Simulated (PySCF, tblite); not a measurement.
# C5H11BrO2Si: geometry, infrared bands and NMR shifts

Wanted: the infrared bands and NMR shifts of C5H11BrO2Si (`CCO[Si@H](Br)CC(C)=O`), by calculation.

The runs use tblite 0.8.0 and PySCF 2.14.0, with density-fitted response routines of our own; the level of theory stands in each step. All values are computed, except where a source is named. Atoms are numbered from 0 throughout.

## 1. The molecule as given

20 atoms, charge 0, multiplicity 1; geometry from: force field or distance geometry start.

Bonds of the start (Å): C0–C1 1.50, C1–O2 1.40, O2–Si3 1.69, Si3–Br4 2.26, Si3–C5 1.83, C5–C6 1.48, C6–C7 1.51, C6–O8 1.22, C0–H9 1.14, C0–H10 1.09, C0–H11 1.13, C1–H12 1.10, C1–H13 1.11, Si3–H14 1.47, C5–H15 1.10, C5–H16 1.13, C7–H17 1.11, C7–H18 1.09, C7–H19 1.12.

## 2. Geometry optimisation with GFN2-xTB

The job: settings as JSON, then the geometry in Å.

```
{"job": {"kind": "relax", "xc": "GFN2-xTB", "basis": "xTB"}, "charge": 0, "multiplicity": 1}
C     -3.388500     0.214200     0.529200
C     -2.304100    -0.207300    -0.412400
O     -1.139200     0.566600    -0.309300
Si    -0.033400    -0.046300    -1.432300
Br    -0.794300    -2.088700    -2.040000
C      1.665900    -0.266600    -0.788500
C      1.986200     0.458700     0.461900
C      3.387400     0.302500     1.016000
O      1.155500     1.147400     1.035100
H     -4.072700    -0.667900     0.736400
H     -3.045900     0.679500     1.453700
H     -4.073000     0.960500     0.034000
H     -2.694000    -0.109400    -1.431900
H     -2.086000    -1.289600    -0.259300
H     -0.070000     0.845100    -2.601800
H      1.884600    -1.334300    -0.619800
H      2.384800     0.134200    -1.558400
H      4.136400     0.803900     0.374500
H      3.470000     0.702000     2.025100
H      3.625000    -0.794000     0.965500
```

Command:

```
$ OMP_NUM_THREADS=1 python probes_run.py task.json out
```

One launch serves the whole session: the jobs run in the order shown.

The log of the run:

```text
step      E/eV     max force
  0    -824.79420    2.604
  1    -825.09166    2.297
  2    -825.16922    1.500
  3    -825.24871    0.805
  4    -825.33623    0.645
  5    -825.38804    0.619
  6    -825.45518    0.619
  7    -825.49336    0.514
  8    -825.52637    0.396
  9    -825.55786    0.446
 10    -825.58718    0.523
 11    -825.60946    0.448
 12    -825.62588    0.336
 13    -825.63999    0.308
 14    -825.65460    0.343
 15    -825.66886    0.268
 16    -825.68198    0.279
 17    -825.69473    0.280
 18    -825.70664    0.237
 19    -825.71636    0.241
 20    -825.72395    0.203
 21    -825.73033    0.217
 22    -825.73623    0.170
 23    -825.74155    0.139
 24    -825.74585    0.141
 25    -825.74939    0.144
 26    -825.75278    0.138
 27    -825.75675    0.158
 28    -825.76184    0.149
 29    -825.76776    0.157
 30    -825.77368    0.163
 31    -825.77945    0.157
 32    -825.78600    0.213
 33    -825.79412    0.224
 34    -825.80339    0.216
 35    -825.81311    0.249
 36    -825.82372    0.263
 37    -825.83606    0.335
 38    -825.84174    0.575
 39    -825.85465    0.274
 40    -825.86476    0.226
 41    -825.87854    0.253
 42    -825.89110    0.289
 43    -825.91109    0.310
 44    -825.92947    0.352
 45    -825.93461    0.473
 46    -825.94949    0.388
 47    -825.95783    0.223
 48    -825.96620    0.169
 49    -825.97781    0.240
 50    -825.98440    0.202
 51    -825.99317    0.160
 52    -825.99844    0.138
 53    -826.00148    0.158
 54    -826.00444    0.144
 55    -826.00678    0.116
 56    -826.00967    0.115
 57    -826.01064    0.108
 58    -826.01201    0.055
 59    -826.01261    0.049
 60    -826.01319    0.046
 61    -826.01372    0.054
 62    -826.01418    0.046
 63    -826.01445    0.039
 64    -826.01464    0.034
 65    -826.01488    0.035
 66    -826.01528    0.045
 67    -826.01584    0.064
 68    -826.01640    0.058
 69    -826.01684    0.053
 70    -826.01720    0.052
 71    -826.01764    0.047
 72    -826.01825    0.053
 73    -826.01893    0.056
 74    -826.01955    0.053
 75    -826.02007    0.051
 76    -826.02065    0.048
 77    -826.02138    0.063
 78    -826.02219    0.074
 79    -826.02294    0.070
 80    -826.02362    0.055
 81    -826.02433    0.045
 82    -826.02505    0.050
 83    -826.02562    0.055
 84    -826.02597    0.056
 85    -826.02626    0.053
 86    -826.02660    0.052
 87    -826.02712    0.052
 88    -826.02793    0.056
 89    -826.02841    0.067
 90    -826.02884    0.057
 91    -826.02930    0.044
 92    -826.02971    0.044
 93    -826.03005    0.037
 94    -826.03040    0.047
 95    -826.03088    0.048
 96    -826.03146    0.056
 97    -826.03210    0.065
 98    -826.03263    0.074
 99    -826.03336    0.060
100    -826.03412    0.062
101    -826.03469    0.052
102    -826.03492    0.035
103    -826.03513    0.038
104    -826.03539    0.052
105    -826.03568    0.048
106    -826.03599    0.044
107    -826.03616    0.020
108    -826.03623    0.018
109    -826.03628    0.035
110    -826.03634    0.023
111    -826.03642    0.019
112    -826.03650    0.018
113    -826.03656    0.024
114    -826.03664    0.026
115    -826.03673    0.025
116    -826.03687    0.026
117    -826.03702    0.032
118    -826.03717    0.032
119    -826.03732    0.031
120    -826.03750    0.029
121    -826.03781    0.048
122    -826.03835    0.077
123    -826.03931    0.102
124    -826.04074    0.106
125    -826.04248    0.099
126    -826.04459    0.123
127    -826.04220    0.237
128    -826.04753    0.153
129    -826.04841    0.087
130    -826.05003    0.063
131    -826.05150    0.102
132    -826.05201    0.083
133    -826.05282    0.057
134    -826.05349    0.055
135    -826.05434    0.058
136    -826.05558    0.061
137    -826.05644    0.063
138    -826.05694    0.087
139    -826.05741    0.075
140    -826.05787    0.056
141    -826.05852    0.041
142    -826.05919    0.056
143    -826.05969    0.060
144    -826.06026    0.066
145    -826.06079    0.051
146    -826.06112    0.035
147    -826.06132    0.038
148    -826.06150    0.029
149    -826.06168    0.029
150    -826.06185    0.023
151    -826.06200    0.026
152    -826.06215    0.030
153    -826.06228    0.025
154    -826.06241    0.027
155    -826.06255    0.027
156    -826.06273    0.023
157    -826.06289    0.023
158    -826.06304    0.030
159    -826.06313    0.031
160    -826.06326    0.023
161    -826.06337    0.024
162    -826.06345    0.018
163    -826.06350    0.012
164    -826.06353    0.011
165    -826.06355    0.007
```

It took 1.9 s on 1 thread of Arm Neoverse V1, shared host; peak memory 0.18 GiB.

The steps of the relaxation: (not every step is listed)

```csv
step,energy from step 0 (eV),largest force (eV/Å)
0,0.0000,2.6037
1,-0.2975,2.2971
2,-0.3750,1.4999
3,-0.4545,0.8047
4,-0.5420,0.6454
5,-0.5938,0.6190
6,-0.6610,0.6187
7,-0.6992,0.5138
8,-0.7322,0.3960
23,-0.9473,0.1395
38,-1.0475,0.5746
53,-1.2073,0.1575
68,-1.2222,0.0577
83,-1.2314,0.0546
98,-1.2384,0.0739
113,-1.2424,0.0243
128,-1.2533,0.1526
143,-1.2655,0.0598
158,-1.2688,0.0297
160,-1.2691,0.0231
161,-1.2692,0.0239
162,-1.2692,0.0179
163,-1.2693,0.0120
164,-1.2693,0.0112
165,-1.2693,0.0070
```

Distances of close pairs at the start and the end, largest changes first:

```csv
bond,before (Å),after (Å),change (Å)
O2–Si3,1.691,1.605,-0.086
Si3–C5,1.830,1.891,+0.061
C0–H9,1.135,1.086,-0.049
C0–H11,1.127,1.088,-0.040
C5–H16,1.127,1.091,-0.036
C7–H19,1.123,1.089,-0.034
Si3–Br4,2.263,2.234,-0.029
C0–C1,1.497,1.518,+0.022
```

The end geometry stands in the next job.

## 3. Vibrational analysis with GFN2-xTB

The job: settings as JSON, then the geometry in Å.

```
{"job": {"kind": "ir", "xc": "GFN2-xTB", "basis": "xTB"}, "charge": 0, "multiplicity": 1}
C     -3.179018     0.350571     0.136704
C     -2.323263    -0.896847     0.004705
O     -0.954250    -0.596644    -0.097665
Si    -0.158182     0.180914    -1.254074
Br    -0.668323    -0.803692    -3.193347
C      1.666207    -0.166461    -0.896643
C      2.013934     0.607732     0.336223
C      3.232413     0.157899     1.092348
O      1.329641     1.542024     0.682030
H     -4.214535     0.068156     0.304352
H     -2.832030     0.952084     0.973135
H     -3.119368     0.945824    -0.771509
H     -2.627071    -1.471419    -0.879340
H     -2.428876    -1.530031     0.890554
H     -0.510201     1.569521    -1.480569
H      1.919107    -1.221659    -0.793779
H      2.271187     0.224608    -1.716433
H      4.060722    -0.015636     0.408964
H      3.511015     0.896724     1.839537
H      3.005741    -0.782990     1.592377
```

The log of the run:

```text
mode    cm-1     km/mol
  1      21.6      3.92
  2      28.4      1.16
  3      46.7      7.54
  4      69.8      5.81
  5      82.5     15.18
  6     109.0      1.78
  7     116.1      2.96
  8     139.1      6.27
  9     202.6     11.63
 10     224.1      6.60
 11     283.1     16.40
 12     335.8     13.76
 13     415.8     51.80
 14     440.1     18.28
 15     458.0      9.84
 16     564.8      8.46
 17     660.4     66.28
 18     712.3     42.12
 19     730.3    243.87
 20     776.9    100.10
 21     813.2     76.85
 22     835.5      0.43
 23     888.3     18.39
 24     939.5     42.87
 25     989.8      6.45
 26     991.5     48.43
 27    1095.0      5.03
 28    1098.6     10.10
 29    1145.9    105.68
 30    1151.0     21.47
 31    1164.7    207.46
 32    1261.7      5.47
 33    1265.8    257.10
 34    1339.7      4.48
 35    1368.1     43.69
 36    1402.3     14.56
 37    1426.0     10.40
 38    1449.8     11.54
 39    1457.0      8.61
 40    1478.6      4.95
 41    1479.4      2.38
 42    1490.6      2.46
 43    1750.0    264.86
 44    2368.4    186.10
 45    2909.4     36.02
 46    2954.8     25.61
 47    2970.0     15.96
 48    2990.4     13.31
 49    3013.9      6.65
 50    3032.5      7.77
 51    3038.4     39.29
 52    3045.7     10.61
 53    3051.0     18.62
 54    3051.3     13.78
```

Wall time 1.1 s (1 thread of Arm Neoverse V1, shared host); peak memory 0.18 GiB.

Which atoms move in the most intense modes:

```
cm⁻¹  km/mol                        atoms
 730   243.9                     H14 73 %
 777   100.1  C5 26 %, Si3 18 %, H15 15 %
 813    76.8            C5 34 %, Si3 27 %
1146   105.7   C1 26 %, O2 13 %, H12 12 %
1165   207.5             O2 38 %, C1 27 %
1266   257.1   C5 32 %, C6 31 %, H15 23 %
1750   264.9             C6 62 %, O8 37 %
2368   186.1                     H14 97 %
```

## 4. Shielding tensors: PBE0/pcSseg-1

Settings changed since step 3:

```diff
@@ -1,2 +1,2 @@
-{"job": {"kind": "ir", "xc": "GFN2-xTB", "basis": "xTB"}, "charge": 0, "multiplicity": 1}
+{"job": {"kind": "nmr", "xc": "PBE0", "basis": "pcSseg-1"}, "charge": 0, "multiplicity": 1}
 C     -3.179018     0.350571     0.136704
```

With the program's defaults for keys left out, this is: GIAO PBE0/pcSseg-1 NMR shielding, non-relativistic, gas phase.

The log of the run:

```text
coarse grid: 77200 points
cycle   1  E = -3209.9952842601  dE = -3.330e-02  |g| = 1.214e+00  |ddm| = 4.036e+00
cycle   2  E = -3209.5301660733  dE =  4.651e-01  |g| = 1.890e+00  |ddm| = 2.692e+00
cycle   3  E = -3210.1764244158  dE = -6.463e-01  |g| = 3.807e-01  |ddm| = 2.218e+00
cycle   4  E = -3210.2006291947  dE = -2.420e-02  |g| = 1.329e-01  |ddm| = 3.515e-01
cycle   5  E = -3210.2037687947  dE = -3.140e-03  |g| = 4.376e-02  |ddm| = 1.293e-01
cycle   6  E = -3210.2040794711  dE = -3.107e-04  |g| = 1.139e-02  |ddm| = 3.956e-02
cycle   7  E = -3210.2041067559  dE = -2.728e-05  |g| = 1.631e-03  |ddm| = 9.475e-03
cycle   8  E = -3210.2041071873  dE = -4.314e-07  |g| = 4.293e-04  |ddm| = 1.833e-03
final grid: 162552 points
cycle   9  E = -3210.2041929009  dE = -4.627e-08  |g| = 6.786e-04  |ddm| = 2.117e-03
cycle  10  E = -3210.2041926885  dE =  2.125e-07  |g| = 1.273e-03  |ddm| = 1.391e-03
cycle  11  E = -3210.2041929871  dE = -2.986e-07  |g| = 1.299e-04  |ddm| = 9.720e-04
cycle  12  E = -3210.2041929905  dE = -3.398e-09  |g| = 1.111e-05  |ddm| = 1.181e-04
cycle  13  E = -3210.2041929905  dE = -2.183e-11  |g| = 5.354e-06  |ddm| = 1.378e-05
converged SCF energy = -3210.2041929905

GIAO shielding tensors (ppm)
atom      isotropic    diamagn.    paramagn.     s11        s22        s33       span
  0 C      168.199     249.435     -81.237    151.985    167.687    184.924     32.939
  1 C      124.421     239.442    -115.021     92.404    112.208    168.651     76.247
  2 O      269.993     403.209    -133.217    219.042    284.423    306.513     87.471
  3 Si     359.641     881.154    -521.513    326.095    351.530    401.298     75.203
  4 Br    2645.995    3127.270    -481.276   2403.581   2672.233   2862.169    458.588
  5 C      144.325     263.759    -119.434    114.675    130.170    188.130     73.455
  6 C      -28.470     251.861    -280.331   -108.815    -78.411    101.817    210.632
  7 C      153.239     251.567     -98.328    132.473    134.694    192.550     60.077
  8 O     -336.586     407.592    -744.178   -894.406   -426.008    310.656   1205.062
  9 H       30.709      26.611       4.097     26.667     27.249     38.210     11.543
 10 H       30.207      30.909      -0.702     26.343     28.487     35.791      9.448
 11 H       30.235      29.889       0.345     25.752     30.989     33.963      8.211
 12 H       27.338      29.092      -1.754     22.349     28.307     31.359      9.009
 13 H       27.688      29.502      -1.813     22.031     27.251     33.783     11.752
 14 H       25.469      30.945      -5.476     21.984     23.626     30.796      8.813
 15 H       29.118      35.139      -6.021     25.853     28.773     32.729      6.876
 16 H       29.633      32.193      -2.560     26.049     30.293     32.556      6.507
 17 H       29.323      28.064       1.258     25.880     29.610     32.477      6.597
 18 H       29.628      28.017       1.611     26.047     27.540     35.297      9.250
 19 H       29.394      30.243      -0.849     26.597     28.920     32.664      6.067
```

It took 86 s on 1 thread of Arm Neoverse V1, shared host; peak memory 1.1 GiB.

The references, computed at this level on geometries of the same kind, shield at (ppm): ¹H TMS 31.72, ¹³C TMS 186.9, ²⁹Si TMS 349.2, ¹⁷O H2O 336.1, ⁷⁹Br HBr 2622. Their shielding less the atom's gives the shift. The references are single molecules in the gas phase, so shifts against H2O, NH3, PH3, H3PO4 or CFCl3 are not on the usual liquid scales and can be off by tens of ppm. Atoms listed in one row are averaged.

```csv
atoms,environment,σ (ppm),δ (ppm),δ scaled to CDCl3
C6,ketone carbonyl carbon,-28.5,215.4,208.3
C1,sp3 CH2 bonded to O,124.4,62.5,59.1
C5,"sp3 CH2 bonded to Si, α to a carbonyl",144.3,42.6,39.7
C7,methyl carbon α to a carbonyl,153.2,33.7,31.0
C0,methyl carbon,168.2,18.7,16.4
H14,"hydrogen on a silicon bonded to C, Br, O",25.47,6.25,–
H12,hydrogen on an sp3 CH2 bonded to O,27.34,4.38,4.23
H13,hydrogen on an sp3 CH2 bonded to O,27.69,4.03,3.90
H15,"hydrogen on an sp3 CH2 bonded to Si, α to a carbonyl",29.12,2.60,2.56
"H17, H18, H19",hydrogen on a methyl carbon α to a carbonyl,29.45,2.27,2.24
H16,"hydrogen on an sp3 CH2 bonded to Si, α to a carbonyl",29.63,2.08,2.07
"H9, H10, H11",hydrogen on a methyl carbon,30.38,1.33,1.36
O8,ketone oxygen,-336.6,672.7,–
O2,"oxygen bonded to C, Si",270.0,66.1,–
Si3,"silicon bonded to C, Br, O, H",359.6,-10.5,–
Br4,bromine bonded to Si,2646,-24,–
```

The scaled column applies a straight-line fit of computed shieldings to shifts measured in CDCl3, with any fitted terms for Cl, Br or S neighbours (root-mean-square error 0.16 ppm for H, 1.9 ppm for C).

Charges from the same density, by scheme (e):

| atoms | Mulliken | IAO | Hirshfeld | ESP fit |
| --- | --- | --- | --- | --- |
| C0 | -0.33 | -0.44 | -0.12 | -0.31 |
| C1 | 0.05 | -0.04 | 0.01 | 0.31 |
| O2 | -0.62 | -0.64 | -0.22 | -0.37 |
| Si3 | 1.06 | 1.09 | 0.39 | 0.35 |
| Br4 | -0.43 | -0.32 | -0.15 | -0.19 |
| C5 | -0.55 | -0.62 | -0.17 | -0.59 |
| C6 | 0.14 | 0.41 | 0.18 | 0.82 |
| C7 | -0.24 | -0.47 | -0.12 | -0.69 |
| O8 | -0.37 | -0.42 | -0.22 | -0.50 |

Mayer bond orders: C0–C1 1.06, C1–O2 0.86, O2–Si3 1.04, Si3–Br4 0.84, Si3–C5 0.88, C5–C6 0.97, C6–C7 1.02, C6–O8 1.97.

Orbitals, density, ELF and potential are computed afterwards from the orbital file.

Frontier orbitals at PBE0/pcSseg-1, with the share of their density that lies nearest to each atom:

| orbital | energy (eV) | lies on |
| --- | --- | --- |
| HOMO | -7.51 | O8 51 %; Br4 13 %; C5, C7 about 9 % each |
| LUMO | -0.60 | C6 46 %; O8 30 %; H16, H19 about 6 % each |

ELF in a plane through or near 6 of the atoms.

Values, 10 rows by 14 columns:
```
0.00 0.00 0.00 0.00 0.00 0.00 0.00 0.00 0.00 0.00 0.00 0.00 0.00 0.00
0.00 0.00 0.00 0.00 0.00 0.00 0.00 0.00 0.00 0.00 0.00 0.00 0.00 0.00
0.00 0.00 0.00 0.01 0.00 0.00 0.00 0.00 0.00 0.01 0.00 0.00 0.00 0.00
0.00 0.00 0.85 1.00 0.08 0.08 0.10 0.00 0.01 0.96 0.61 0.32 0.02 0.00
0.00 0.00 0.20 0.77 0.79 0.65 0.32 0.08 0.17 0.55 0.22 1.00 0.72 0.00
0.00 0.01 0.95 0.67 0.39 0.92 0.61 0.05 0.54 0.06 0.62 0.09 0.01 0.00
0.00 0.00 0.00 0.01 0.94 0.97 0.83 0.29 0.42 0.05 0.00 0.00 0.00 0.00
0.00 0.00 0.00 0.00 0.78 0.72 0.04 0.74 0.35 0.80 0.14 0.00 0.00 0.00
0.00 0.00 0.00 0.00 0.00 0.00 0.27 0.81 0.83 0.64 0.05 0.00 0.00 0.00
0.00 0.00 0.00 0.00 0.00 0.00 0.00 0.12 0.18 0.03 0.00 0.00 0.00 0.00
```
The map spans 13.4 Å across and 11.3 Å up, centred on the molecule. Atoms in the plane (x, y in Å): C0 (3.1, 0.7), Si3 (0.3, -1.0), C6 (-2.1, 0.3), H9 (4.1, 1.0), H16 (-2.1, -1.8), H18 (-3.8, 1.7).

On the surface of density 0.002 e/bohr³ the electrostatic potential runs, from the 1st to the 99th percentile, from -1.51 V near O8 to 1.13 V near H16.

## 5. Outcome

| quantity | value |
| --- | --- |
| strongest single infrared mode (GFN2-xTB) | 1750 cm⁻¹, 265 km/mol |
| zero-point energy (GFN2-xTB) | 96.0 kcal/mol |
| ¹³C shifts against TMS (PBE0/pcSseg-1) | 215.4, 62.5, 42.6, 33.7, 18.7 ppm |
| ¹H shifts against TMS (PBE0/pcSseg-1, means over atoms taken as alike) | 6.25, 4.38, 4.03, 2.60, 2.27, 2.08, 1.33 ppm |
| ¹⁷O shifts against H2O (PBE0/pcSseg-1) | 672.7, 66.1 ppm |
| ²⁹Si shifts against TMS (PBE0/pcSseg-1) | -10.5 ppm |
| ⁷⁹Br shifts against HBr (PBE0/pcSseg-1) | -24 ppm |
| surface potential, 1st and 99th percentile | -1.51 V and 1.13 V |

Relaxing lowered the energy by 1.269 eV in 165 steps; the close pair that moved most is O2–Si3, from 1.691 to 1.605 Å. All 54 modes are real, so the xTB geometry is a minimum. The strongest single mode, at 1750 cm⁻¹, moves mainly C6 and O8. Unscaled tight-binding wavenumbers are off by several per cent, some by more. Its intensities can rank the bands wrongly. C6 (ketone carbonyl carbon) lies farthest downfield among carbon, at 215.4 ppm; low-lying n→π* states of the double bond to the heteroatom give a large paramagnetic term (-280 ppm). At PBE0/pcSseg-1: The largest span, 1205 ppm, is at O8, where the paramagnetic term is -744 ppm. By nearest atom (PBE0/pcSseg-1), the HOMO sits on O8 51 %; Br4 13 % and the LUMO on C6 46 %; O8 30 %. Spin-orbit coupling is left out, which matters for shieldings and couplings at and beside the heavy atoms.
